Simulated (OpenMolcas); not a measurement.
# Mo⁴⁺ with 4 ligands (bromide): CASSCF and CASPT2 levels and susceptibility

Which state of Mo⁴⁺ lies lowest among these ligands, how large is the field, and what χT follows?

Method: state-averaged CASSCF and CASPT2, spin-orbit coupling by RASSI with atomic mean-field integrals. Code: OpenMolcas 26.06.

**1. The atom as given**

```
Species                           : Mo⁴⁺ (molybdenum, Z = 42, 38 electrons)
Basis                             : ANO-RCC-VTZP [7s6p4d2f1g], 176 functions with the ligands
Scalar Hamiltonian                : DKH2, point nucleus
Inactive shells                   : 1s 2s 2p 3s 3p 3d 4s 4p of the metal, and all ligand shells
Active space                      : 2 electrons in 5 orbitals (4d)
Some configurations of this space : 4d²
Orbitals                          : optimised for each spin and parity, averaged over all roots
```

The outer shells:

4d2
```
4d [↑ ][↑ ][  ][  ][  ]
```

Mo⁴⁺ is taken with 4 ligands (bromide) in tetrahedron coordination (Td) at 2.31 Å. Ligand basis ANO-RCC-VDZP. The distances are assumed, not relaxed.

```xyz
5

Mo    0.0000    0.0000    0.0000
Br    1.3337    1.3337    1.3337
Br    1.3337   -1.3337   -1.3337
Br   -1.3337    1.3337   -1.3337
Br   -1.3337   -1.3337    1.3337
```

Each step is its own input file, run in one work folder so that later steps find the files of earlier ones. Labels, J, g values, rates, χT and fits are worked out afterwards by a script from the matrices that RASSI stores.

**2. Basis and integrals**

The input, a.inp:

```
&GATEWAY
Coord
5

Mo 0.0 0.0 0.0
Br 1.333679 1.333679 1.333679
Br 1.333679 -1.333679 -1.333679
Br -1.333679 1.333679 -1.333679
Br -1.333679 -1.333679 1.333679
Basis=Mo.ANO-RCC-VTZP,Br.ANO-RCC-VDZP
Group=NoSym
NoMove
AngMom=0.0 0.0 0.0
AMFI
RICD
&SEWARD
```

Launch:

```
OMP_NUM_THREADS=1 MOLCAS_MEM=2457 MOLCAS_PROJECT=a pymolcas a.inp > a.log
```

The program printed:

```text
Basis set label: MO.ANO-RCC...7S6P4D2F1G.

      Electronic valence basis set:
      ------------------
      Associated Effective Charge  42.000000 au
      Associated Actual Charge     42.000000 au
      Nuclear Model: Point charge

      Shell  nPrim  nBasis  Cartesian Spherical Contaminant
         s      21       7        X
         p      18       6        X
         d      13       4                 X
         f       6       2                 X
         g       4       1                 X
                  Relativistic Douglas-Kroll-Hess integrals:
                    - DKH order of Hamiltonian: 2
                    - DKH order of Properties : 0
                  Atomic mean-field integrals
```

**3. Reference wave functions, triplets, 10 roots**

The input, a.inp:

```
&RASSCF
FileOrb=start.orb
Symmetry=1
Spin=3
nActEl=2 0 0
Inactive=90
Ras2=5
CIRoot=10 10 1
SDav=10
CIMx=300
Iter=150 100
PrWF=0.3
OrbListing=Nothing
MaxOrb=0
LevShft=1.0
>>> COPY $Project.JobIph JOB001
```

Launch:

```
OMP_NUM_THREADS=1 MOLCAS_MEM=2457 MOLCAS_PROJECT=a pymolcas a.inp > a.log
```

start.orb holds start orbitals that the driver prepared beforehand, or those of the step before.

The program printed, shortened:

```text
[...]
      Number of active orbitals                  5
[...]
      Spin quantum number                      1.0
[...]
      Active orbitals                            5
[...]
      Number of CSFs                            10
      Number of root(s) required                10
[...]
      Convergence after 20 iterations
[...]
      Natural orbitals and occupation numbers for root  1
      sym 1:  -0.000000  -0.000000   1.000000  -0.000000   1.000000
      Natural orbitals and occupation numbers for root  2
      sym 1:   0.991562   0.008438   0.991562  -0.000000   0.008438
      Natural orbitals and occupation numbers for root  3
      sym 1:   0.010445   0.989555   0.010445  -0.000000   0.989555
::    RASSCF root number  1 Total energy: -14463.13517247
::    RASSCF root number  2 Total energy: -14463.08580739
::    RASSCF root number  3 Total energy: -14463.08580739
[...]
::    RASSCF root number  7 Total energy: -14463.06445760
::    RASSCF root number  8 Total energy: -14463.02271150
::    RASSCF root number  9 Total energy: -14463.02271150
::    RASSCF root number 10 Total energy: -14463.02271150
```

**4. CASSCF: singlets, 15 roots**

The input, a.inp:

```
&RASSCF
FileOrb=start.orb
Symmetry=1
Spin=1
nActEl=2 0 0
Inactive=90
Ras2=5
CIRoot=15 15 1
SDav=15
CIMx=300
Iter=150 100
PrWF=0.3
OrbListing=Nothing
MaxOrb=0
LevShft=1.0
>>> COPY $Project.JobIph JOB002
```

The program printed, shortened:

```text
[...]
      Number of active orbitals                  5
[...]
      Spin quantum number                      0.0
[...]
      Active orbitals                            5
[...]
      Number of CSFs                            15
      Number of root(s) required                15
[...]
      Convergence after 14 iterations
[...]
      Natural orbitals and occupation numbers for root  1
      sym 1:   0.015295   0.003625   0.988526   0.004028   0.988526
      Natural orbitals and occupation numbers for root  2
      sym 1:   0.000004   0.011673   0.988526   0.011271   0.988526
      Natural orbitals and occupation numbers for root  3
      sym 1:   0.060141   0.060141   0.909789   0.060141   0.909789
::    RASSCF root number  1 Total energy: -14463.09452348
::    RASSCF root number  2 Total energy: -14463.09452348
::    RASSCF root number  3 Total energy: -14463.06497619
[...]
::    RASSCF root number 12 Total energy: -14462.99283654
::    RASSCF root number 13 Total energy: -14462.99283654
::    RASSCF root number 14 Total energy: -14462.99283653
::    RASSCF root number 15 Total energy: -14462.94327019
```

**5. RASSI: spin-orbit coupling between the states**

The input, a.inp:

```
&RASSI
NrOfJobIphs=2 10 15
1 2 3 4 5 6 7 8 9 10
1 2 3 4 5 6 7 8 9 10 11 12 13 14 15
IphNames
JOB001
JOB002
EJob
SpinOrbit
DIPRint=1.0
SOCoupling=1000.0
Subsets=2
Property=9
'ANGMOM' 1 'ANGMOM' 2 'ANGMOM' 3 'MLTPL  1' 1 'MLTPL  1' 2 'MLTPL  1' 3
'AMFI' 1 'AMFI' 2 'AMFI' 3
SOProperty=3
'ANGMOM' 1 'ANGMOM' 2 'ANGMOM' 3
```

Launch:

```
OMP_NUM_THREADS=1 MOLCAS_MEM=2457 MOLCAS_PROJECT=a pymolcas a.inp > a.log
```

The program printed, shortened:

```text
SPIN-FREE ENERGIES:
  (Shifted by EMIN (a.u.) =     -14463.1351724654)
 SF State       Relative EMIN(au)   Rel lowest level(eV)    D:o, cm**(-1)
     1             0.0000000000        0.0000000000              0.0000
    11             0.0406489884        1.1061153241           8921.4217
    12             0.0406489884        1.1061153241           8921.4217
     4             0.0493650781        1.3432922076          10834.3823
     2             0.0493650781        1.3432922076          10834.3823
     3             0.0493650781        1.3432922076          10834.3823
    13             0.0701962753        1.9101379615          15406.3017
     5             0.0707148659        1.9242495297          15520.1191
     6             0.0707148664        1.9242495432          15520.1192
     7             0.0707148664        1.9242495432          15520.1192
[...]
Eigenvalues of complex Hamiltonian:
   -----------------------------------
  (Shifted by EMIN (a.u.) =     -14463.1351724654)
 SO State       Relative EMIN(au)   Rel lowest level(eV)    D:o, cm**(-1)
     1            -0.0002893578        0.0000000000              0.0000
     2            -0.0002893578        0.0000000000              0.0000
     3            -0.0002893578        0.0000000000              0.0000
     4             0.0394981064        1.0826720573           8732.3390
     5             0.0394981064        1.0826720578           8732.3391
     6             0.0490910455        1.3437092280          10837.7458
     7             0.0490910454        1.3437092254          10837.7458
     8             0.0490910455        1.3437092266          10837.7458
     9             0.0496221743        1.3581619788          10954.3151
    10             0.0496221742        1.3581619762          10954.3151
    11             0.0496221743        1.3581619774          10954.3151
[...]
```

Time for these steps: 2.3 min (1 thread of Arm Neoverse V2, shared host).

Spin-free states, with their symmetry labels:

| state | degeneracy | E (cm-1) |
| --- | --- | --- |
| 3A2 | 1 | 0 |
| 1E | 2 | 8921 |
| 3T2 | 3 | 10834 |
| singlet | 1 | 15406 |
| 3T1 | 3 | 15520 |
| singlet | 3 | 19531 |
| singlet | 3 | 20575 |
| 3T1 | 3 | 24682 |
| 1E | 2 | 28758 |
| singlet | 3 | 31239 |
| singlet | 1 | 42118 |

With spin-orbit coupling:

| E (cm-1) | Degeneracy | 2S+1 |
| --- | --- | --- |
| 0.0 | 3 | 3 |
| 8732 | 2 | 1 |
| 10838 | 3 | 3 |
| 10954 | 3 | 3 |
| 10982 | 1 | 3 |
| 10993 | 2 | 3 |
| 15092 | 1 | 1 |
| 15351 | 3 | 3 |
| 15422 | 2 | 3 |
| 15784 | 3 | 3 |
| 16310 | 1 | 3 |
| 19575 | 3 | 1 |
| 20609 | 3 | 1 |
| 24276 | 1 | 3 |
| 24551 | 3 | 3 |
| 25007 | 2 | 3 |
| 25057 | 3 | 3 |
| 28879 | 2 | 1 |
| 31335 | 3 | 1 |
| 42219 | 1 | 1 |

Powder χT (cm³ K/mol): 0.88 at 2 K, 0.88 at 5 K, 0.88 at 10 K, 0.88 at 20 K, 0.89 at 50 K, 0.89 at 100 K, 0.89 at 150 K, 0.90 at 200 K, 0.90 at 250 K, 0.90 at 300 K.

A ligand-field fit to the states below 45000 cm-1 gives 10Dq = -10344 cm-1, B = 520 cm-1 and C = 1977 cm-1 (C/B = 3.80), with a deviation of 678 cm-1.

The orbitals of the open shell are 65 to 83 % metal; the Mulliken charge of the metal is +0.72 e.

**6. CASPT2: IPEA 0.25, imaginary shift 0.1 (51 orbitals frozen, the lowest in energy)**

The input, a.inp:

```
>>> COPY JOB001 $Project.JobIph
&CASPT2
Multistate=10 1 2 3 4 5 6 7 8 9 10
NoMult
Frozen=51
IPEA=0.25
Imaginary=0.1
MaxIter=60
WThr=0.0 0.3 0.05
PrWF=0.5
NoMix
>>> COPY JOB002 $Project.JobIph
&CASPT2
Multistate=15 1 2 3 4 5 6 7 8 9 10 11 12 13 14 15
NoMult
Frozen=51
IPEA=0.25
Imaginary=0.1
MaxIter=60
WThr=0.0 0.3 0.05
PrWF=0.5
NoMix
```

The program printed:

```text
Orbital specifications:
      -----------------------

      Symmetry species                           1
                                                 a
      Frozen orbitals                           51
      Inactive orbitals                         39
      Active orbitals                            5
      Secondary orbitals                        81
      Deleted orbitals                           0
      Number of basis functions                176
Type of calculation                        SS-CASPT2
      Fock operator                              state-specific
      IPEA shift                                 0.25
      Real shift                                 0.00
      Imaginary shift                            0.10
      The input orbitals will be transformed to quasi-canonical
Reference energy:      -14463.1351724654
      E2 (Non-variational):      -1.0419131161
      Shift correction:          -0.0022661555
      E2 (Variational):          -1.0441792715
      Total energy:          -14464.1793517370
      Residual norm:              0.0000001452
      Reference weight:           0.70216
      Contributions to the CASPT2 correlation energy
      Active & Virtual Only:         -0.0039729309
      One Inactive Excited:          -0.1500728684
      Two Inactive Excited:          -0.8878673168
Reference energy:      -14463.0858073873
      E2 (Non-variational):      -1.0392444782
      Shift correction:          -0.0023246642
      E2 (Variational):          -1.0415691424
      Total energy:          -14464.1273765297
      Residual norm:              0.0000005295
      Reference weight:           0.70047
      Contributions to the CASPT2 correlation energy
      Active & Virtual Only:         -0.0040304071
      One Inactive Excited:          -0.1495419785
      Two Inactive Excited:          -0.8856720925
::    CASPT2 Root  1     Total energy: -14464.17935174
::    CASPT2 Root  2     Total energy: -14464.12737653
::    CASPT2 Root  3     Total energy: -14464.12772080
::    CASPT2 Root  4     Total energy: -14464.12716811
::    CASPT2 Root  5     Total energy: -14464.11228687
::    CASPT2 Root  6     Total energy: -14464.11228008
::    CASPT2 Root  7     Total energy: -14464.11229364
::    CASPT2 Root  8     Total energy: -14464.06758771
::    CASPT2 Root  9     Total energy: -14464.06712561
::    CASPT2 Root 10     Total energy: -14464.06727463
Orbital specifications:
      -----------------------

      Symmetry species                           1
                                                 a
      Frozen orbitals                           51
      Inactive orbitals                         39
      Active orbitals                            5
      Secondary orbitals                        81
      Deleted orbitals                           0
      Number of basis functions                176
Type of calculation                        SS-CASPT2
      Fock operator                              state-specific
      IPEA shift                                 0.25
      Real shift                                 0.00
      Imaginary shift                            0.10
      The input orbitals will be transformed to quasi-canonical
Reference energy:      -14463.0945234770
      E2 (Non-variational):      -1.0590437181
      Shift correction:          -0.0023875656
      E2 (Variational):          -1.0614312837
      Total energy:          -14464.1559547607
      Residual norm:              0.0000006939
      Reference weight:           0.69627
      Contributions to the CASPT2 correlation energy
      Active & Virtual Only:         -0.0097648616
      One Inactive Excited:          -0.1520351005
      Two Inactive Excited:          -0.8972437561
Reference energy:      -14463.0945234769
      E2 (Non-variational):      -1.0587043159
      Shift correction:          -0.0023709578
      E2 (Variational):          -1.0610752738
      Total energy:          -14464.1555987506
      Residual norm:              0.0000007594
      Reference weight:           0.69669
      Contributions to the CASPT2 correlation energy
      Active & Virtual Only:         -0.0097648622
      One Inactive Excited:          -0.1520387094
      Two Inactive Excited:          -0.8969007443
::    CASPT2 Root  1     Total energy: -14464.15595476
::    CASPT2 Root  2     Total energy: -14464.15559875
::    CASPT2 Root  3     Total energy: -14464.13243726
::    CASPT2 Root  4     Total energy: -14464.10956070
::    CASPT2 Root  5     Total energy: -14464.11076417
::    CASPT2 Root  6     Total energy: -14464.11010022
::    CASPT2 Root  7     Total energy: -14464.10659549
::    CASPT2 Root  8     Total energy: -14464.10487628
::    CASPT2 Root  9     Total energy: -14464.10609476
::    CASPT2 Root 10     Total energy: -14464.05885191
::    CASPT2 Root 11     Total energy: -14464.05946390
::    CASPT2 Root 12     Total energy: -14464.05236672
::    CASPT2 Root 13     Total energy: -14464.05249164
::    CASPT2 Root 14     Total energy: -14464.05244025
::    CASPT2 Root 15     Total energy: -14464.02385323
```

Time for this run: 8.9 min (1 thread of Arm Neoverse V2, shared host).

SS-CASPT2: lowest energy less the reference's lowest, -1.0442 hartree; reference weights 0.683 to 0.702.

States without spin-orbit coupling:

| state | degeneracy | E (cm-1) |
| --- | --- | --- |
| 3A2 | 1 | 0 |
| 1E | 2 | 5174 |
| singlet | 1 | 10297 |
| 3T2 | 3 | 11397 |
| 3T1 | 3 | 14719 |
| singlet | 3 | 15190 |
| singlet | 3 | 16131 |
| 3T1 | 3 | 24586 |
| 1E | 2 | 26379 |
| singlet | 3 | 27855 |
| singlet | 1 | 34128 |

With spin-orbit coupling:

```csv
E (cm-1),Degeneracy,2S+1
0,3,3
5130,2,1
10290,1,1
11400,3,3
11430,2,3
11510,3,3
11550,1,3
14470,3,3
14600,2,3
14980,3,3
15190,1,3
15340,3,1
16190,3,1
24180,1,3
24440,3,3
24870,2,3
24940,3,3
26550,2,1
27960,3,1
34240,1,1
```

Powder χT (cm³ K/mol): 0.89 at 2 K, 0.89 at 5 K, 0.89 at 10 K, 0.89 at 20 K, 0.89 at 50 K, 0.89 at 100 K, 0.90 at 150 K, 0.90 at 200 K, 0.90 at 250 K, 0.91 at 300 K.

A ligand-field fit to the states below 45000 cm-1 gives 10Dq = -11068 cm-1, B = 332 cm-1 and C = 934 cm-1 (C/B = 2.81), with a deviation of 681 cm-1.

**7. The methods side by side**

A. CASSCF
B. SS-CASPT2, IPEA 0.25, imaginary shift 0.1 (51 orbitals frozen, the lowest in energy)

| method | ground state | first state of that spin (cm-1) | first gap with spin-orbit (cm-1) | χT at 300 K |
| --- | --- | --- | --- | --- |
| A | 3A2 | 3T2 10830 | 8732.3 | 0.90 |
| B | 3A2 | 3T2 11400 | 5130.3 | 0.91 |

**8. Summary of results**

| quantity | value |
| --- | --- |
| method | SS-CASPT2, IPEA 0.25, imaginary shift 0.1 (51 orbitals frozen, the lowest in energy) |
| spin-free ground state | 3A2, 1-fold in its orbital part |
| first state of the same spin within the active space | 3T2 at 11400 cm⁻¹ |
| lowest level | 3-fold |
| next level | 5130.3 cm⁻¹ |
| χT at 300 K | 0.91 cm³ K/mol |
| effective moment at 300 K | 2.70 μB |

Cost by method:

| method | time of its own steps | time with the reference |
| --- | --- | --- |
| A. CASSCF | 2.3 min | 2.3 min |
| B. SS-CASPT2, IPEA 0.25, imaginary shift 0.1 (51 orbitals frozen, the lowest in energy) | 8.9 min | 11 min |

Times are of one thread on a shared host.

**Reading.** The spin-free ground state (3A2) is 1-fold and keeps the highest spin of the shell. χT at 300 K is 0.91, against 1.00 cm³ K/mol for the spin alone, so spin-orbit coupling lowers it. A ligand-field fit to the states below 45000 cm-1 gives 10Dq = -11068 cm-1, B = 332 cm-1 and C = 934 cm-1 (C/B = 2.81), with a deviation of 681 cm-1. CASPT2 does not keep the components of a term degenerate, and the means are used. The frozen orbitals are chosen by energy, so an outer shell of the metal can be frozen while a deeper shell elsewhere is correlated. The bonds are covalent and no ligand orbital is active, so the numbers are rough.
